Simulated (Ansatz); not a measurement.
# C₂H₅BrOSi: small, medium and large basis sets

Aim: see how fast density functionals converge with the basis set for C₂H₅BrOSi.

Computed with Ansatz 0.2.0, Gaussian basis. Level: one geometry, several basis sets.

Levels to be run: PBE0-D4/def2-SVP; ωB97M-V/def2-SVP; PBE0-D4/def2-QZVPP; ωB97M-V/def2-QZVPP; the functionals' def2-TZVPP values are taken from earlier runs.

## 1. The geometry

All runs share one geometry, relaxed beforehand with PBE0-D4 in a triple-zeta def2 set.

SMILES `C=CO[SiH2]Br`, 10 atoms, charge 0, spin multiplicity 1.

Atoms are counted from 1 here; the program's logs count them from 0.

Bond lengths: C1–C2 1.322 Å, C1–H6 1.083 Å, C1–H7 1.081 Å, C2–O3 1.361 Å, C2–H8 1.089 Å, O3–Si4 1.639 Å, Si4–Br5 2.216 Å, Si4–H9 1.481 Å, Si4–H10 1.473 Å. Angles: C2–C1–H6 121.4°, C2–C1–H7 119.6°, H6–C1–H7 119.0°, C1–C2–O3 122.2°, C1–C2–H8 122.1°, O3–C2–H8 115.7°, C2–O3–Si4 125.8°, O3–Si4–Br5 111.0°, O3–Si4–H9 110.5°, O3–Si4–H10 106.1°, Br5–Si4–H9 106.6°, Br5–Si4–H10 109.0°, H9–Si4–H10 113.7°.

As a file:

```mol
C2H5BrOSi
  3D, bonds by distance, orders not assigned

 10  9  0  0  0  0  0  0  0  0999 V2000
   -0.6587   -1.6037    1.2233 C   0  0
   -0.5798   -0.5595    0.4170 C   0  0
    0.5510    0.1893    0.3082 O   0  0
    0.8138    1.3758   -0.7916 Si  0  0
    1.0403    0.5358   -2.8295 Br  0  0
    0.1849   -1.9161    1.8256 H   0  0
   -1.5829   -2.1606    1.2864 H   0  0
   -1.4194   -0.2374   -0.1964 H   0  0
   -0.3417    2.3001   -0.8420 H   0  0
    2.0756    2.0253   -0.3980 H   0  0
  1  2  8  0
  2  3  8  0
  3  4  8  0
  4  5  8  0
  1  6  8  0
  1  7  8  0
  2  8  8  0
  4  9  8  0
  4 10  8  0
M  END
```

## 2. PBE0-D4 in def2-SVP

The input, in.yaml:

```yaml
crystal:
  periodic: [false, false, false]
  atoms:
    - {symbol: C, position_ang: [-0.658707, -1.603707, 1.223339]}
    - {symbol: C, position_ang: [-0.579807, -0.559495, 0.417024]}
    - {symbol: O, position_ang: [0.550956, 0.189313, 0.308224]}
    - {symbol: Si, position_ang: [0.813782, 1.375757, -0.791634]}
    - {symbol: Br, position_ang: [1.040282, 0.535780, -2.829543]}
    - {symbol: H, position_ang: [0.184929, -1.916147, 1.825581]}
    - {symbol: H, position_ang: [-1.582870, -2.160605, 1.286446]}
    - {symbol: H, position_ang: [-1.419420, -0.237398, -0.196362]}
    - {symbol: H, position_ang: [-0.341669, 2.300069, -0.841998]}
    - {symbol: H, position_ang: [2.075624, 2.025334, -0.397977]}
basis:
  gaussian: {orbitals: def2-SVP}
hamiltonian: {xc: pbe0, dispersion: d4}
output: {orbitals: {seedname: orbitals}}
```

Launch:

```bash
ansatz run in.yaml --threads 4 --pin off --events-out ev --progress --plain --max-ram 10444MiB
```

Further steps of the session: ωB97M-V in def2-SVP; PBE0-D4 in def2-QZVPP; ωB97M-V in def2-QZVPP.

**Question.** What will the summary of the whole plan be? Wanted: PBE0-D4: double and triple zeta above quadruple; ωB97M-V: double and triple zeta above quadruple.

As calculated:

```
                                       quantity           value
PBE0-D4: double and triple zeta above quadruple  18.21, 1.94 eV
ωB97M-V: double and triple zeta above quadruple  18.27, 1.86 eV
```

What this shows: For PBE0-D4 the step from double to triple zeta gains 16.27 eV and the next only 1.94 eV. Total energies overstate the basis error of differences, where much of it tends to cancel. The LUMO of ωB97M-V is positive and keeps falling with the basis (2.38 to 1.49 eV): an unbound level that the basis holds in place.
